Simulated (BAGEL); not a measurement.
**HF/STO-3G (density fitting with qzvpp-jkfit) run of B2H2OF2 (SMILES BOB(F)F)**

Aim: the vertical ionisation energy of B2H2OF2 at HF/STO-3G (density fitting with qzvpp-jkfit), from 2 runs. 

Program for the calculation: BAGEL 1.2.2.

## 1. The structure to begin with

The species is B2H2OF2 (7 atoms), meant as a singlet with charge 0. SMILES: `BOB(F)F`. The coordinates come from a GFN2-xTB relaxation.

Bond lengths: B1–O2 1.312 Å, O2–B3 1.293 Å, B3–F4 1.327 Å, B3–F5 1.327 Å, B1–H6 1.175 Å, B1–H7 1.175 Å. Angles: B1–O2–B3 179.8°, O2–B3–F4 122.4°, O2–B3–F5 122.3°, F4–B3–F5 115.3°, O2–B1–H6 118.8°, O2–B1–H7 118.8°, H6–B1–H7 122.4°.

## 2. The energy at HF/STO-3G (density fitting with qzvpp-jkfit)

input.json reads:

```json
{ "bagel": [

{
  "title": "molecule",
  "basis": "sto-3g",
  "df_basis": "qzvpp-jkfit",
  "angstrom": "true",
  "geometry": [
    { "atom": "B", "xyz": [      -0.505170,       1.206810,       0.312310 ] },
    { "atom": "O", "xyz": [      -0.012080,       0.030090,       0.005910 ] },
    { "atom": "B", "xyz": [       0.472540,      -1.130780,      -0.292770 ] },
    { "atom": "F", "xyz": [      -0.297330,      -2.193530,      -0.489200 ] },
    { "atom": "F", "xyz": [       1.776020,      -1.343350,      -0.425070 ] },
    { "atom": "H", "xyz": [      -0.651450,       1.482430,       1.445270 ] },
    { "atom": "H", "xyz": [      -0.782520,       1.948330,      -0.556450 ] }
  ]
},

{
  "title": "hf"
},

{
  "title": "print",
  "file": "orbitals.molden",
  "orbitals": "true"
}

]}
```

The run is started by

```console
$ BAGEL_NUM_THREADS=1 BAGEL input.json > input.out
```

Log:

```text
* using 1 threads per process

  ===============================================================
  ===============================================================

  *** Geometry ***

  { "atom" : "B", "xyz" : [     -0.954633,      2.280540,      0.590180 ] },
  { "atom" : "O", "xyz" : [     -0.022828,      0.056862,      0.011168 ] },
  { "atom" : "B", "xyz" : [      0.892971,     -2.136865,     -0.553255 ] },
  { "atom" : "F", "xyz" : [     -0.561872,     -4.145171,     -0.924454 ] },
  { "atom" : "F", "xyz" : [      3.356191,     -2.538564,     -0.803266 ] },
  { "atom" : "H", "xyz" : [     -1.231062,      2.801387,      2.731164 ] },
  { "atom" : "H", "xyz" : [     -1.478748,      3.681810,     -1.051538 ] },

  Number of auxiliary basis functions:      417

  Since a DF basis is specified, we compute 2- and 3-index integrals:
    o Being stored without compression. Storage requirement is 0.002 GB

  Number of basis functions:       27
  Number of electrons      :       38

    * METHOD: MOLECULE                             0.10

  *** RHF ***

  === Nuclear Repulsion ===
   154.2566924241

      * DIIS with orbital gradients will be used.

  === RHF iteration (sto-3g) ===
      0       -319.94010875          0.02127464           0.01
      1       -320.04094082          0.00409199           0.01
      2       -320.04458930          0.00085029           0.01
      3       -320.04485222          0.00014703           0.01
      4       -320.04485931          0.00005690           0.01
      5       -320.04486056          0.00001368           0.01
      6       -320.04486064          0.00000246           0.01
      7       -320.04486064          0.00000046           0.01
      8       -320.04486064          0.00000008           0.01
      9       -320.04486064          0.00000002           0.01
     10       -320.04486064          0.00000001           0.01
    * SCF iteration converged.

    * Permanent dipole moment:
           (    0.081506,    -0.189918,    -0.049686) a.u.

    * METHOD: HF                                   0.19

    * METHOD: PRINT                                0.00

  ===============================================================
```

Run time: 0.44 s. Hardware: 1 thread of Arm Neoverse V2, shared host.

## 3. The doublet cation, same level

input.json reads:

```json
{ "bagel" : [

{
  "title" : "molecule",
  "basis" : "sto-3g",
  "df_basis" : "qzvpp-jkfit",
  "angstrom" : true,
  "geometry" : [
    { "atom" : "B", "xyz" : [   -0.505170,    1.206810,    0.312310 ] },
    { "atom" : "O", "xyz" : [   -0.012080,    0.030090,    0.005910 ] },
    { "atom" : "B", "xyz" : [    0.472540,   -1.130780,   -0.292770 ] },
    { "atom" : "F", "xyz" : [   -0.297330,   -2.193530,   -0.489200 ] },
    { "atom" : "F", "xyz" : [    1.776020,   -1.343350,   -0.425070 ] },
    { "atom" : "H", "xyz" : [   -0.651450,    1.482430,    1.445270 ] },
    { "atom" : "H", "xyz" : [   -0.782520,    1.948330,   -0.556450 ] }
  ]
},
{ "title" : "uhf", "charge" : 1, "nopen" : 1 },
{ "title" : "print", "file" : "orbitals.molden", "orbitals" : true }

]}
```

The run is started by

```console
$ BAGEL_NUM_THREADS=1 BAGEL input.json > input.out
```

Log:

```text
* using 1 threads per process

  ===============================================================
  ===============================================================

  *** Geometry ***

  { "atom" : "B", "xyz" : [     -0.954633,      2.280540,      0.590180 ] },
  { "atom" : "O", "xyz" : [     -0.022828,      0.056862,      0.011168 ] },
  { "atom" : "B", "xyz" : [      0.892971,     -2.136865,     -0.553255 ] },
  { "atom" : "F", "xyz" : [     -0.561872,     -4.145171,     -0.924454 ] },
  { "atom" : "F", "xyz" : [      3.356191,     -2.538564,     -0.803266 ] },
  { "atom" : "H", "xyz" : [     -1.231062,      2.801387,      2.731164 ] },
  { "atom" : "H", "xyz" : [     -1.478748,      3.681810,     -1.051538 ] },

  Number of auxiliary basis functions:      417

  Since a DF basis is specified, we compute 2- and 3-index integrals:
    o Being stored without compression. Storage requirement is 0.002 GB

  Number of basis functions:       27
  Number of electrons      :       38

    * METHOD: MOLECULE                             0.11

  *** Open-shell HF ***

  === Nuclear Repulsion ===
   154.2566924241

      * DIIS with orbital gradients will be used.

  === UHF iteration (sto-3g) ===
      0       -319.54572764          0.04607168           0.02
      1       -319.68561824          0.01328681           0.02
      2       -319.69887630          0.00678457           0.02
      3       -319.70319103          0.00409155           0.02
      4       -319.70787772          0.00332397           0.02
      5       -319.71217526          0.00102485           0.02
      6       -319.71263181          0.00017134           0.02
      7       -319.71269320          0.00008568           0.02
      8       -319.71272264          0.00002067           0.02
      9       -319.71272456          0.00001084           0.02
     10       -319.71272463          0.00000160           0.02
     11       -319.71272464          0.00000060           0.02
     12       -319.71272464          0.00000046           0.02
     13       -319.71272464          0.00000033           0.02
     14       -319.71272464          0.00000022           0.02
     15       -319.71272464          0.00000018           0.02
     16       -319.71272464          0.00000015           0.02
     17       -319.71272464          0.00000011           0.02
     18       -319.71272464          0.00000005           0.02
     19       -319.71272464          0.00000002           0.02
     20       -319.71272464          0.00000001           0.02
    * SCF iteration converged.

    * S^2 (UHF) is 0.7673

    * Permanent dipole moment:
           (    0.800048,    -1.909293,    -0.493409) a.u.

    * METHOD: UHF                                  0.56

    * METHOD: PRINT                                0.00

  ===============================================================
```

It took 0.83 s on 1 thread of Arm Neoverse V2, shared host.

## 4. What came out

Level: HF/STO-3G (density fitting with qzvpp-jkfit).

```
                                          quantity          value
                     singlet B2H2OF2: total energy  -320.04486 Eh
                    singlet B2H2OF2: dipole moment         0.54 D
                      singlet B2H2OF2: HOMO energy      -10.34 eV
                      singlet B2H2OF2: LUMO energy        7.64 eV
                    singlet B2H2OF2: HOMO–LUMO gap       17.98 eV
                      doublet cation: total energy  -319.71272 Eh
                              doublet cation: ⟨S²⟩          0.767
vertical ionisation energy (to the doublet cation)       9.038 eV
```

**Reading.** Removing an electron at fixed nuclei costs 9.04 eV (872 kJ/mol). −ε(HOMO) before ionisation, 10.34 eV, is 1.30 eV above this ionisation energy. In a minimal basis such a difference can be off by several eV, whatever the method.
